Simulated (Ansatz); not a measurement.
This script drives Ansatz 0.2.0 through its Python package.

The script, `ti.py`:
```python
'''Random Ti-Ag cells of 8 mixed sites, after relaxing cells and atoms.'''

from collections import Counter
import csv

import ansatz as az
import numpy as np


def fcc(first, a):
    return (
        az.Lattice.fcc(a)
        .space_group(225)
        .atom(first, (0, 0, 0))
        .primitive()
    )

A_FIRST, A_LAST = 4.13, 4.09


def compute(name, crystal):
    calc = crystal.calculation()
    calc = calc.functional('pbesol').basis(16 * az.Ha)
    calc = calc.kpoints(spacing=0.27)
    calc = calc.occupations('fermi_dirac', width=0.05)
    calc = calc.band_table()
    calc = calc.relax(force_tolerance=0.01, max_steps=40, cell=True)
    return calc.run()

def relaxed_twice(name, crystal):
    # the second pass draws mesh and plane waves anew for the relaxed cell
    first = compute(name, crystal)
    again = az.Crystal(lattice=az.Lattice.of(first.lattice.cell_ang))
    for site in first.report['lattice']['sites']:
        again = again.atom(site['symbol'], site['position_frac'])
    return compute(name, again)


def volume_per_atom(outcome):
    return abs(np.linalg.det(outcome.lattice.cell_ang)) / len(outcome.lattice.sites)


def counts(outcome):
    return Counter(site.symbol for site in outcome.lattice.sites)

phases = {'Ti': fcc('Ti', A_FIRST), 'Ag': fcc('Ag', A_LAST)}
for k in [5]:
    a = A_FIRST + (A_LAST - A_FIRST) * k / 8
    supercell = fcc('Ti', a).supercell(2).resolved()
    for seed in [35]:
        drawn = supercell.site_disorder().occupy('Ti', Ti=8 - k, Ag=k).random(seed=seed)
        phases[f'Ti{8 - k}Ag{k} seed {seed}'] = drawn.crystal

done = {name: relaxed_twice(name, crystal) for name, crystal in phases.items()}

# mixing quantities against the straight line between the end members, both on this lattice
x = {name: counts(o)['Ag'] / (counts(o)['Ti'] + counts(o)['Ag']) for name, o in done.items()}
first, last = min(x, key=x.get), max(x, key=x.get)
energy = {name: o.report['energy_sigma0_ev'] / len(o.lattice.sites) for name, o in done.items()}
volume = {name: volume_per_atom(o) for name, o in done.items()}
rows = []
for name in sorted(done, key=x.get):
    line = lambda table: (1 - x[name]) * table[first] + x[name] * table[last]
    rows.append((name, x[name], 1000 * (energy[name] - line(energy)), volume[name], 100 * (volume[name] / line(volume) - 1)))
with open('random_alloy.csv', 'w', newline='') as handle:
    writer = csv.writer(handle)
    writer.writerow(['cell', 'x(Ag)', 'E_mix (meV/atom)', 'V (A^3/atom)', 'excess V (%)'])
    writer.writerows([round(v, 4) if isinstance(v, float) else v for v in row] for row in rows)
print(open('random_alloy.csv').read())
```

It is started by `python ti.py`. How long does it take on 1 thread of Arm Neoverse V2 (shared host), and how much memory does it need?

It took about 100 s, with a peak of 0.6 GiB, for 6 runs of the engine.

```console
$ python ti.py
cell,x(Ag),E_mix (meV/atom),V (A^3/atom),excess V (%)
Ti,0.0,0.0,16.6591,0.0
Ti3Ag5 seed 35,0.625,94.7656,16.5421,-0.8528
Ag,1.0,0.0,16.6996,0.0
```

What to keep in mind:
- Spin is left out of this run.
- For the metals among these phases the mesh is modest: differences between phases can be off by up to 40 meV an atom.
- Cells of eight mixed sites are far from the random limit, and both end members stand on the same lattice, which need not be their own. Differences under about 40 meV an atom lie within the error of mesh and functional.
- The cells are prototypes set up for this calculation and needn't exist.

(Lines on the test bed's own set-up are left out of the output.)
